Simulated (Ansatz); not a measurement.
# PrW2I2: the cost of one run

Program: Ansatz 0.2.0. Level of theory: DFT PBE, scalar-relativistic, plane waves, PAW; 4f electrons in the core of a trivalent norm-conserving potential, unless a step names another level. These are calculated values, not measurements.

3 further runs of the same task are left out: 3 that didn't finish. Runs told in other sessions of the task aren't counted.

## Step 1: The starting structure

The structure is trigonal, space group R3m (No. 160). Conventional cell: a = 4.342 Å, b = 4.342 Å, c = 30.228 Å, α = 90.00°, β = 90.00°, γ = 120.00°. Pr (site symmetry 3m) has 3 I at 3.31 Å and 6 W at 3.35 to 3.39 Å in its first shell of neighbours. W (site symmetry 3m) is surrounded by 3 W at 2.51 Å and 3 I at 3.09 Å. W (site symmetry 3m) is surrounded by 3 W at 2.51 Å and 3 I at 3.13 Å. Around I (site symmetry 3m) lie 6 W at 3.09 to 3.13 Å. I (site symmetry 3m) has 3 Pr at 3.31 Å in its first shell of neighbours.

As a file:

```
Pr W I
1.0
     2.17090    1.25337   10.07608
    -2.17090    1.25337   10.07608
     0.00000   -2.50674   10.07608
Pr W I
1 2 2
Direct
  0.99303 0.99303 0.99303
  0.25064 0.25064 0.25064
  0.58618 0.58618 0.58618
  0.85735 0.85735 0.85735
  0.39785 0.39785 0.39785
```

It came out lowest among 19 distinct ends of the trial cells. At a tolerance of 0.05 Å it has space group R3m (No. 160).

## Step 2: Tight relaxation for the response runs, on the response runs' mesh and smearing

The input, input.yaml:

```yaml
crystal:
  lattice:
    - [2.1709031603, 1.253371524, 10.0760836882]
    - [-2.1709031603, 1.253371524, 10.0760836882]
    - [0.0, -2.5067430479, 10.0760836882]
  atoms:
    - { symbol: Pr, position: [0.9930301808, 0.9930301808, 0.9930301808] }
    - { symbol: W, position: [0.2506391014, 0.2506391014, 0.2506391014] }
    - { symbol: W, position: [0.5861781878, 0.5861781878, 0.5861781878] }
    - { symbol: I, position: [0.8573549523, 0.8573549523, 0.8573549523] }
    - { symbol: I, position: [0.3978493877, 0.3978493877, 0.3978493877] }
basis:
  ecutwfc: 660
kpoints:
  mp_grid: { grid: [12, 12, 12] }
hamiltonian:
  xc: pbe
  pseudopotentials:
    kind: paw
    azcp: { Pr: "pseudopotentials/pbe/nc/lanthanide_3plus/Pr.nc.azcp" }
scf:
  occupations: { method: gaussian, width: 0.1 }
output:
  forces: true
  stress: true
  eigenvalues: true
relax:
  adjacent_minimum: "off"
  f_tol: 0.001
  max_steps: 60
  cell: { stress_tol: 0.01 }
```

The run is started by

```bash
ansatz run input.yaml --threads 3 --pin off --max-ram 8448MiB --backend cpu --events-out ev --progress --plain --runs-dir out
```

**Question.** How long does this run take on 3 threads of Intel Xeon Platinum 8259CL at 2.50GHz (Skylake/Cascade Lake), shared host, and how much memory does it need?

About 9.9 min, with a peak of 2.1 GiB.
